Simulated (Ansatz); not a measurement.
Run this with the Ansatz DFT code, driven from Python and show what comes out.

The script, `energy.py`:
```python
import ansatz as az

geometry_ang = [
    ('O', (-1.3035, 2.7241, -0.247)),
    ('B', (-0.8651, 1.6703, 0.5714)),
    ('C', (-0.31, 0.3886, -0.1083)),
    ('N', (0.222, -0.5652, 0.6358)),
    ('Ge', (0.8505, -2.1254, -0.13)),
    ('H', (-0.5653, 3.3722, -0.3906)),
    ('H', (-0.8908, 1.7612, 1.7538)),
    ('H', (-0.1985, 0.3398, -1.1848)),
    ('H', (-0.2229, -2.7754, -0.9599)),
    ('H', (2.0839, -1.754, -0.9551)),
    ('H', (1.2651, -3.0932, 1.0352)),
]
molecule = az.Crystal.molecule()
for symbol, xyz in geometry_ang:
    molecule = molecule.atom(symbol, xyz)

calculation = molecule.calculation().basis(gaussian='def2-SVPD').functional('cam_b3lyp')
res = calculation.run()
summary = res.report

print(f'E = {summary["free_energy_ev"]:.6f} eV = {summary["free_energy_ev"] / 27.211386246:.7f} Ha')
print('converged:', summary['converged'], ' doubts:', summary['published_state_doubts'] or 'none')
```

Output of `python energy.py`:
```text
E = -61855.917248 eV = -2273.1630314 Ha
converged: True  doubts: none
```

Notes:
- Total energies depend on the basis set; only differences at equal settings carry meaning.
- The geometry is a force-field or estimated start, not a minimum of this method, and the basis set is short of its limit.
- Finished in 10 s on 1 thread of Arm Neoverse V1 (shared host), peak memory 0.51 GiB.

(Lines on the test bed's own set-up are left out of the output.)
